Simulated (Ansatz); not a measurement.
Crystal: CS2.

```
S C
1.0
     3.64579   -2.99431    0.00000
     3.64579    2.99431    0.00000
     0.00000    0.00000    9.85126
S C
4 2
Direct
  0.18152 0.81848 0.88687
  0.31848 0.68152 0.38687
  0.68152 0.31848 0.61313
  0.81848 0.18152 0.11313
  0.50000 0.50000 0.50000
  0.00000 0.00000 0.00000
```

The cell comes from a database or a generator and needn't be the stable form of this composition.

```yaml
Program: Ansatz 0.2.0
Task: relaxation of cell and atoms
Functional: PBEsol
Potentials_or_basis: Ansatz PAW
Cutoff: "420 eV (not typed: the program's choice for these potentials)"
k_mesh: 6 × 6 × 3
Occupations: fermi-dirac, width 0.05 eV
Spin: no spin polarisation
```

At the start: volume 35.85 Å³/atom.

Where does the relaxation end?

It ends after 15 steps and the volume is 27.53 Å³/atom (-23.2 %); space group Cmce (No. 64, to 0.05 Å).

The path:
```csv
step,energy change (eV),largest force (eV/Å),volume (Å³)
1,0.0000,0.0852,215.09
2,-0.0066,0.0463,210.72
3,-0.0420,0.0842,182.88
4,-0.0536,0.2465,160.06
5,-0.0583,0.0469,164.16
6,-0.0565,0.0361,169.86
7,-0.0582,0.0074,167.58
8,-0.0587,0.0140,166.66
9,-0.0592,0.0019,166.43
10,-0.0595,0.0220,166.12
11,-0.0601,0.0055,166.28
12,-0.0601,0.0098,166.53
13,-0.0540,0.0103,166.53
14,-0.0551,0.0111,165.16
15,-0.0545,0.0112,165.16
```

Final structure:
```xyz
6
Lattice="3.0923 -2.8214 0.0000 3.0923 2.8214 0.0000 0.0000 0.0000 9.4650" Properties=species:S:1:pos:R:3 pbc="T T T"
S     3.0923    1.8296    8.2625
S     3.0923    0.9918    3.5300
S     3.0923   -0.9918    5.9349
S     3.0923   -1.8296    1.2025
C     3.0923    0.0000    4.7325
C     0.0000    0.0000    0.0000
```

Caveat: the volume moved by over 15 % at a fixed basis, so the end points are rough; the plane-wave basis is chosen anew once the cell has moved, so the energies of steps on either side of that aren't comparable; the PAW data sets come from PBE, with cores solved anew for the run's functional, which leaves a small shift of forces and pressure.
